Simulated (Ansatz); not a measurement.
# Si16O: the cost of one run

Program: Ansatz 0.2.0. Level of theory: DFT PBEsol, plane waves, PAW, scalar-relativistic, collinear spin. These are calculated values, not measurements.

## Step 1: The system as given

The cell holds 17 atoms (OSi16): a = 7.679 Å, b = 7.679 Å, c = 7.679 Å, α = 60.00°, β = 60.00°, γ = 60.00°.

The coordinates stand in the first input below.

## Step 2: Relaxing the start

File input.yaml:

```yaml
crystal:
  lattice:
    - [0.0, 5.43, 5.43]
    - [5.43, 0.0, 5.43]
    - [5.43, 5.43, 0.0]
  atoms:
    - { symbol: Si, position: [0.0, 0.0, 0.0] }
    - { symbol: Si, position: [0.125, 0.125, 0.125] }
    - { symbol: Si, position: [0.0, 0.0, 0.5] }
    - { symbol: Si, position: [0.125, 0.125, 0.625] }
    - { symbol: Si, position: [0.0, 0.5, 0.0] }
    - { symbol: Si, position: [0.125, 0.625, 0.125] }
    - { symbol: Si, position: [0.0, 0.5, 0.5] }
    - { symbol: Si, position: [0.125, 0.625, 0.625] }
    - { symbol: Si, position: [0.5, 0.0, 0.0] }
    - { symbol: Si, position: [0.625, 0.125, 0.125] }
    - { symbol: Si, position: [0.5, 0.0, 0.5] }
    - { symbol: Si, position: [0.625, 0.125, 0.625] }
    - { symbol: Si, position: [0.5, 0.5, 0.0] }
    - { symbol: Si, position: [0.625, 0.625, 0.125] }
    - { symbol: Si, position: [0.5, 0.5, 0.5] }
    - { symbol: Si, position: [0.625, 0.625, 0.625] }
    - { symbol: O, position: [0.8683977, 0.8729306, 0.3830994], spin: 1.0 }
magnetization:
  spin_polarized: true
basis:
  ecutwfc: 420.0
kpoints:
  mp_grid: { grid: [2, 2, 2] }
hamiltonian:
  xc: pbesol
scf:
  occupations: { method: fermi_dirac, width: 0.05 }
  lower_state_search: "off"
relax:
  f_tol: 0.08
  max_steps: 25
  adjacent_minimum: "off"
```

Command:

```console
> ansatz run input.yaml --threads 1 --pin off --max-ram 3072MiB --backend cpu --events-out ev --progress --plain --runs-dir out
```

What time and memory should one allow on 1 thread of Arm Neoverse V1, shared host?

About 2.3 min, with a peak of 0.69 GiB.
